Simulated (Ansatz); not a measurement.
# BFH₅NSi₂, SMILES F[SiH2]B1N[SiH2]1: a ladder of methods at one geometry

Run with Ansatz's Python interface.

Script `methods_bfh5nsi2.py`:
```python
"""One geometry of BFH5NSi2, method by method."""

from pathlib import Path
import argparse

import ansatz
import numpy as np

parser = argparse.ArgumentParser(description="One geometry of BFH5NSi2, method by method.")
parser.add_argument("--basis-set", default="cc-pVDZ", help="Gaussian basis set")
args = parser.parse_args()


def main() -> None:
    geometry = (
        ansatz.Crystal.molecule()
        .atom("F", (-2.2101, -1.6068, -0.9525))
        .atom("Si", (-0.9218, -0.689, -1.4934))
        .atom("B", (0.1404, -0.1949, 0.0191))
        .atom("N", (1.0749, -0.56, 1.2655))
        .atom("Si", (1.0185, 1.1574, 1.2116))
        .atom("H", (-1.3677, 0.5483, -2.1829))
        .atom("H", (-0.0983, -1.5085, -2.4124))
        .atom("H", (0.3566, -0.8514, 1.9944))
        .atom("H", (-0.0428, 1.8613, 2.0264))
        .atom("H", (2.1335, 1.7925, 0.5271))
    )

    base = geometry.calculation().basis(gaussian=args.basis_set)

    print("functional    E (Ha)        dipole (D)   HOMO (eV)  LUMO (eV)")
    for name in ["cam_b3lyp", "r2scan0", "r2scan", "pbe"]:
        rep = base.functional(name).forces().orbitals().run(runs_dir="runs").report
        lines = Path(rep["orbitals_path"]).read_text().splitlines()
        field_of = lambda key: [line.split("=")[1].strip() for line in lines if line.startswith(key)]
        orbitals = [(27.211386 * float(e), s, float(n)) for e, s, n in zip(field_of("Ene="), field_of("Spin="), field_of("Occup="))]
        homo = max(e for e, _, n in orbitals if n > 0.5)
        lumo = min(e for e, _, n in orbitals if n < 0.5)
        dipole = 4.803205 * np.linalg.norm(rep["charge_distribution"]["dipole_moment_e_ang"])
        print(f"{name:10s} {rep['free_energy_ev'] / 27.211386246:14.6f} {dipole:9.3f} {homo:11.3f} {lumo:10.3f}")


if __name__ == "__main__":
    main()
```

```console
$ python methods_bfh5nsi2.py
functional    E (Ha)        dipole (D)   HOMO (eV)  LUMO (eV)
cam_b3lyp     -761.342351     1.899      -7.133     -1.100
r2scan0       -761.236595     1.847      -6.078     -2.268
r2scan        -761.267870     1.684      -5.137     -3.093
pbe           -760.903436     1.607      -4.944     -3.284
```

What to keep in mind:
- The settings weren't tested for convergence.
- The geometry is a force-field or estimated start, not a minimum of this method, and the basis set is short of its limit. A lower total doesn't mark the better method: functionals have no common bound, and MP2 and coupled cluster aren't variational.
- Levels such as HOMO and LUMO are orbital energies: with these approximate functionals they aren't the ionisation energy and electron affinity, and their gap isn't the fundamental gap.
- For Al to Cl the sets with a tight d function, cc-pV(X+d)Z, are usual.
- Run time: 28 s on 1 thread of Arm Neoverse V2, with other jobs on the host, peak memory 0.31 GiB.
